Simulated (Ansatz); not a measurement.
# BH7NOPSi: the cost of one run

Method: RKS CAM-B3LYP-D4/STO-3G, in Ansatz 0.2.0.

### 1 Starting point

Bond lengths: B1–N2 1.479 Å, N2–P3 1.794 Å, P3–Si4 2.225 Å, Si4–O5 1.788 Å, B1–H6 1.169 Å, B1–H7 1.230 Å, N2–H8 1.002 Å, P3–H9 1.516 Å, Si4–H10 1.402 Å, Si4–H11 1.471 Å, O5–H12 0.963 Å. Angles (14 of 16 angles, heavy atoms first): B1–N2–P3 107.3°, N2–P3–Si4 95.0°, P3–Si4–O5 106.1°, B1–N2–H8 108.8°, P3–N2–H8 105.3°, N2–B1–H6 125.3°, N2–B1–H7 119.7°, N2–P3–H9 92.5°, Si4–P3–H9 91.4°, P3–Si4–H10 111.7°, P3–Si4–H11 109.7°, O5–Si4–H10 108.7°, O5–Si4–H11 106.8°, Si4–O5–H12 103.2°.

As a file:

```xyz
12

B    -0.8245    1.7682    1.5312
N    -0.5687    0.4548    0.9002
P     0.3599    0.7580   -0.6042
Si    0.9455   -1.3674   -0.9025
O    -0.5361   -2.2216   -1.4253
H    -0.5311    2.0612    2.6242
H    -1.4617    2.6241    0.9188
H    -1.4410    0.0655    0.5981
H     1.6365    1.0410    0.1620
H     1.9187   -1.5012   -1.9025
H     1.3445   -1.9569    0.3844
H    -0.7652   -1.7808   -2.2503
```

### 2 Relaxing the start

input.yaml

```yaml
crystal:
  periodic: [false, false, false]
  atoms:
    - { symbol: B, position_ang: [-0.8245, 1.7682, 1.5312] }
    - { symbol: "N", position_ang: [-0.5687, 0.4548, 0.9002] }
    - { symbol: P, position_ang: [0.3599, 0.758, -0.6042] }
    - { symbol: Si, position_ang: [0.9455, -1.3674, -0.9025] }
    - { symbol: O, position_ang: [-0.5361, -2.2216, -1.4253] }
    - { symbol: H, position_ang: [-0.5311, 2.0612, 2.6242] }
    - { symbol: H, position_ang: [-1.4617, 2.6241, 0.9188] }
    - { symbol: H, position_ang: [-1.441, 0.0655, 0.5981] }
    - { symbol: H, position_ang: [1.6365, 1.041, 0.162] }
    - { symbol: H, position_ang: [1.9187, -1.5012, -1.9025] }
    - { symbol: H, position_ang: [1.3445, -1.9569, 0.3844] }
    - { symbol: H, position_ang: [-0.7652, -1.7808, -2.2503] }
basis:
  gaussian: { orbitals: STO-3G }
hamiltonian:
  xc: cam_b3lyp
  dispersion: d4
relax:
  f_tol: 0.02
  max_steps: 40
```

Command:

```bash
> ansatz run input.yaml --threads 1 --pin off --max-ram 2048MiB --backend cpu --events-out ev --progress --plain --runs-dir out
```

**Question.** How long does this run take on 1 thread of Arm Neoverse V1, shared host, and how much memory does it need?

About 1.8 min, with a peak of 0.18 GiB.
